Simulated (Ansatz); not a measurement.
# C₆H₁₈FHfN₃: a ladder of functionals and wavefunction methods

An exercise on one series of results from a longer session: the logs are not shown, and one member is left open.

Computed with Ansatz 0.2.0, Gaussian basis. Level: functionals in def2-TZVPP, the program's frozen cores in correlated methods.

The runs, in order: LDA (SPW92), PBE-D4, revPBE-D4, BLYP-D4, r2SCAN-D4, B97M-V, PBE0-D4, B3LYP-D4, r2SCANh-D4, r2SCAN0-D4, HSE06-D4, BHLYP-D4, CAM-B3LYP-D4, LC-ωPBE, ωB97X-V, ωB97M-V, B2PLYP, PBE-QIDH; CCSD(T)/def2-SVP; CCSD(T)/def2-TZVPP; MP2/def2-QZVPP; extrapolation to the limit; RPA on PBE.

### The geometry

The geometry comes from an earlier relaxation with PBE0-D4 in a triple-zeta def2 set; it is a stationary point, not always the lowest conformer. Hf takes the def2 core potential; no spin-orbit term is included.

SMILES `C[N](C)[Hf]([F])([N](C)C)[N](C)C`, 29 atoms, charge 0, spin multiplicity 1.

Atoms are counted from 1 here; the program's logs count them from 0.

Bond lengths: C1–N2 1.440 Å, C1–H12 1.100 Å, C1–H13 1.092 Å, C1–H14 1.101 Å, N2–C3 1.445 Å, N2–Hf4 2.038 Å, C3–H15 1.098 Å, C3–H16 1.100 Å, C3–H17 1.100 Å, Hf4–F5 1.945 Å, Hf4–N6 2.038 Å, Hf4–N9 2.038 Å, N6–C7 1.440 Å, N6–C8 1.445 Å, C7–H18 1.092 Å, C7–H19 1.101 Å, C7–H20 1.100 Å, C8–H21 1.098 Å and more. Angles: N2–C1–H12 111.6°, N2–C1–H13 110.5°, N2–C1–H14 111.8°, H12–C1–H13 107.8°, H12–C1–H14 107.0°, H13–C1–H14 107.9°, C1–N2–C3 112.4°, C1–N2–Hf4 130.7°, C3–N2–Hf4 116.9°, N2–C3–H15 111.2°, N2–C3–H16 112.1°, N2–C3–H17 111.8°, H15–C3–H16 107.0°, H15–C3–H17 107.0°, H16–C3–H17 107.5°, N2–Hf4–F5 111.4°, N2–Hf4–N6 107.5°, N2–Hf4–N9 107.4° and more.

Set-up of the first run:

The input, in.yaml:

```yaml
crystal:
  periodic: [false, false, false]
  atoms:
    - {symbol: C, position_ang: [0.328182, 1.010503, 2.593490]}
    - {symbol: N, position_ang: [0.233933, 1.436018, 1.221058]}
    - {symbol: C, position_ang: [0.729075, 2.779458, 1.025443]}
    - {symbol: Hf, position_ang: [-0.535428, 0.490761, -0.411940]}
    - {symbol: F, position_ang: [-1.783413, 1.633235, -1.372163]}
    - {symbol: N, position_ang: [-1.438452, -1.215979, 0.238936]}
    - {symbol: C, position_ang: [-1.048526, -2.594982, 0.097733]}
    - {symbol: C, position_ang: [-2.708586, -1.068586, 0.912215]}
    - {symbol: N, position_ang: [1.030763, -0.059571, -1.593521]}
    - {symbol: C, position_ang: [2.450309, 0.003777, -1.360416]}
    - {symbol: C, position_ang: [0.710428, -0.552120, -2.913810]}
    - {symbol: H, position_ang: [1.370578, 1.007536, 2.946106]}
    - {symbol: H, position_ang: [-0.065458, -0.001657, 2.708527]}
    - {symbol: H, position_ang: [-0.237430, 1.672832, 3.266370]}
    - {symbol: H, position_ang: [0.632722, 3.089059, -0.023253]}
    - {symbol: H, position_ang: [0.177588, 3.514985, 1.629103]}
    - {symbol: H, position_ang: [1.793636, 2.865327, 1.289396]}
    - {symbol: H, position_ang: [-0.093046, -2.671164, -0.425690]}
    - {symbol: H, position_ang: [-1.793015, -3.174082, -0.469535]}
    - {symbol: H, position_ang: [-0.935697, -3.086325, 1.075900]}
    - {symbol: H, position_ang: [-2.994184, -0.011870, 0.993711]}
    - {symbol: H, position_ang: [-3.521632, -1.580367, 0.376837]}
    - {symbol: H, position_ang: [-2.678693, -1.473316, 1.934792]}
    - {symbol: H, position_ang: [2.955229, 0.655959, -2.089183]}
    - {symbol: H, position_ang: [2.918431, -0.989071, -1.438380]}
    - {symbol: H, position_ang: [2.657346, 0.392347, -0.360988]}
    - {symbol: H, position_ang: [1.139364, 0.079347, -3.705538]}
    - {symbol: H, position_ang: [1.080958, -1.576283, -3.069278]}
    - {symbol: H, position_ang: [-0.374972, -0.575771, -3.075930]}
basis:
  gaussian: {orbitals: def2-TZVPP}
hamiltonian: {xc: lda}
output: {orbitals: {seedname: orbitals}}
```

On the command line:

```
ansatz run in.yaml --threads 11 --pin off --events-out ev --progress --plain --max-ram 166912MiB --backend cuda --devices 0, --max-vram 75GiB
```

Among the steps run: LDA; PBE-D4 (GGA); revPBE-D4 (GGA); BLYP-D4 (GGA); r2SCAN-D4 (meta-GGA); B97M-V (meta-GGA); B3LYP-D4 (hybrid); r2SCANh-D4 (hybrid); r2SCAN0-D4 (hybrid); HSE06-D4 (hybrid); BHLYP-D4 (hybrid); CAM-B3LYP-D4 (range-separated); LC-ωPBE (range-separated); ωB97X-V (range-separated); ωB97M-V (range-separated); B2PLYP (double hybrid); PBE-QIDH (double hybrid).

One table of the session follows, with a row left open; its other results are not shown here.

It belongs to the step «Orbital energies across the functionals». 

| functional | HOMO (eV) | gap (eV) |
| --- | --- | --- |
| LDA (SPW92) | -4.99 | 4.23 |
| PBE-D4 | -4.86 | 4.35 |
| revPBE-D4 | -4.80 | 4.43 |
| BLYP-D4 | -4.76 | 4.31 |
| r2SCAN-D4 | -5.08 | 4.99 |
| B97M-V | -5.24 | 4.71 |
| PBE0-D4 | -6.11 | 6.33 |
| B3LYP-D4 | -5.91 | 5.87 |
| r2SCANh-D4 | -5.55 | 5.76 |
| r2SCAN0-D4 | ? | ? |
| HSE06-D4 | -5.71 | 5.58 |
| BHLYP-D4 | -7.32 | 8.12 |
| CAM-B3LYP-D4 | -7.47 | 8.41 |
| LC-ωPBE | -8.77 | 10.89 |
| ωB97X-V | -8.47 | 10.34 |
| ωB97M-V | -8.40 | 9.81 |

Q: Estimate the row for r2SCAN0-D4 from the others.

Worked estimate for «HOMO (eV)». Against the share of exact exchange, r2SCAN-D4 (0, -5.08), r2SCANh-D4 (0.1, -5.55) give a slope of -4.70 per unit share; at 0.25 the line stands at -6.25.

**Answer.** HOMO (eV): -6.27; gap (eV): 6.79. In «HOMO (eV)» the line misses by +0.02.
